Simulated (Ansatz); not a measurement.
# BeZn3Se4: what a guessed cell relaxes into

Aim: relax a trial structure of BeZn3Se4 and see where it ends.

Program: Ansatz 0.2.0. Level of theory: DFT PBE, scalar-relativistic, plane waves, PAW. These are calculated values, not measurements.

### Step 1. The structure to begin with

Symmetry: P-43m, No. 215, cubic system. Conventional cell: a = 5.476 Å, b = 5.476 Å, c = 5.476 Å, α = 90.00°, β = 90.00°, γ = 90.00°. Be (site symmetry -43m) has 4 Se at 2.37 Å as nearest neighbours. Zn (site symmetry -42m) is surrounded by 4 Se at 2.37 Å. Se (site symmetry 3m) has 1 Be at 2.37 Å and 3 Zn at 2.37 Å as nearest neighbours.

Structure file:

```xyz
8
Lattice="5.4764 0.0000 0.0000 0.0000 5.4764 0.0000 0.0000 0.0000 5.4764" Properties=species:S:1:pos:R:3 pbc="T T T"
Be    2.7382    2.7382    2.7382
Zn    0.0000    0.0000    2.7382
Zn    0.0000    2.7382    0.0000
Zn    2.7382    0.0000    0.0000
Se    1.3691    1.3691    1.3691
Se    1.3691    4.1073    4.1073
Se    4.1073    1.3691    4.1073
Se    4.1073    4.1073    1.3691
```

The start is an ordering of an alloy on its end members' structure types: elements ordered on the sites of the ZnSe type, Be/Zn on Zn (P-43m, No. 215).

### Step 2. The guess as it stands, on a coarse mesh

Input file input.yaml:

```yaml
crystal:
  lattice:
    - [5.47643505, 0.0, 0.0]
    - [0.0, 5.47643505, 0.0]
    - [0.0, 0.0, 5.47643505]
  atoms:
    - { symbol: Be, position: [0.5, 0.5, 0.5] }
    - { symbol: Zn, position: [0.0, 0.0, 0.5] }
    - { symbol: Zn, position: [0.0, 0.5, 0.0] }
    - { symbol: Zn, position: [0.5, 0.0, 0.0] }
    - { symbol: Se, position: [0.25, 0.25, 0.25] }
    - { symbol: Se, position: [0.25, 0.75, 0.75] }
    - { symbol: Se, position: [0.75, 0.25, 0.75] }
    - { symbol: Se, position: [0.75, 0.75, 0.25] }
basis:
  ecutwfc: 420
kpoints:
  mp_grid: { grid: [4, 4, 4] }
hamiltonian:
  xc: pbe
scf:
  occupations: { method: gaussian, width: 0.1 }
  lower_state_search: "off"
output:
  forces: true
  stress: true
  eigenvalues: true
```

Command:

```
$ ansatz run input.yaml --threads 1 --pin off --max-ram 2560MiB --backend cpu --events-out ev --progress --plain --runs-dir out
```

The session goes on with these runs: rough relaxation on the coarse mesh; final relaxation.

Q: Predict the outcome of this session. Wanted: conventional cell; volume; energy over the elements; gap on the mesh.

The runs gave:

```
                              quantity                                                                      value
symmetry at the end (tolerance 0.02 Å)                                                space group P-43m (No. 215)
                     conventional cell  a = 5.592 Å, b = 5.592 Å, c = 5.592 Å, α = 90.00°, β = 90.00°, γ = 90.00°
                                volume                                                              21.86 Å³/atom
              energy over the elements                                                              -0.72 eV/atom
                       gap on the mesh                                                                    1.76 eV
```

In words: The space group P-43m (No. 215) is kept, and the volume per atom grows by 6.5 % from the first guess. A negative formation energy is needed for stability but isn't enough; other structures and compounds were not set against it here. No finished test with a distortion of lower symmetry is shown, so the end may be a saddle point.
